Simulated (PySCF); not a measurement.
# C6H3FeN5 ([FeMe(CN)5]4-): the cost of one run

Computed with PySCF 2.14.0 and routines of our own; the level stands in each step. Atoms count from 0.

## 1. The starting structure

15 atoms, charge -4, states of the metal's open shell are computed; geometry from: GFN2-xTB.

## 2. Ligand-field states: state-averaged CASSCF in dichloromethane

The job: settings as JSON, then the geometry in Å.

```
{"job": {"kind": "lf", "basis": {"metal": "x2c-TZVPall", "ligand": "x2c-SVPall"}, "nevpt": true, "tol": 5, "solvent": "dichloromethane"}, "charge": -4, "metal": "Fe", "open_shell": "d6"}
Fe     0.000000     0.000000     0.000000
C      0.011571    -0.008832     2.266443
H     -0.970559    -0.204490     2.764943
H      0.343032     0.938069     2.761594
H      0.675624    -0.770770     2.746907
C      0.003969    -0.002586    -1.642787
N      0.005598    -0.004506    -2.832253
C      1.610574    -0.002655    -0.602452
N      2.634386    -0.006062    -1.189566
C     -1.610736    -0.003076    -0.607794
N     -2.630247    -0.006551    -1.202338
C      0.007027     1.610466    -0.607354
N      0.015265     2.629537    -1.202535
C      0.006606    -1.610917    -0.602962
N      0.012449    -2.634353    -1.190631
```

With the program's defaults for keys left out, this is: state-averaged CASSCF of the metal d shell, SC-NEVPT2 on the averaged canonical orbitals, state-interaction spin-orbit coupling.

Launch:

```bash
OMP_NUM_THREADS=1 python lf_run.py task.json out
```

The driver reads the jobs from task.json and runs them one after another.

Q: Estimate the wall time and peak memory of this first job on 1 thread of Arm Neoverse V2, shared host.

About 37 s, with a peak of 0.6 GiB.
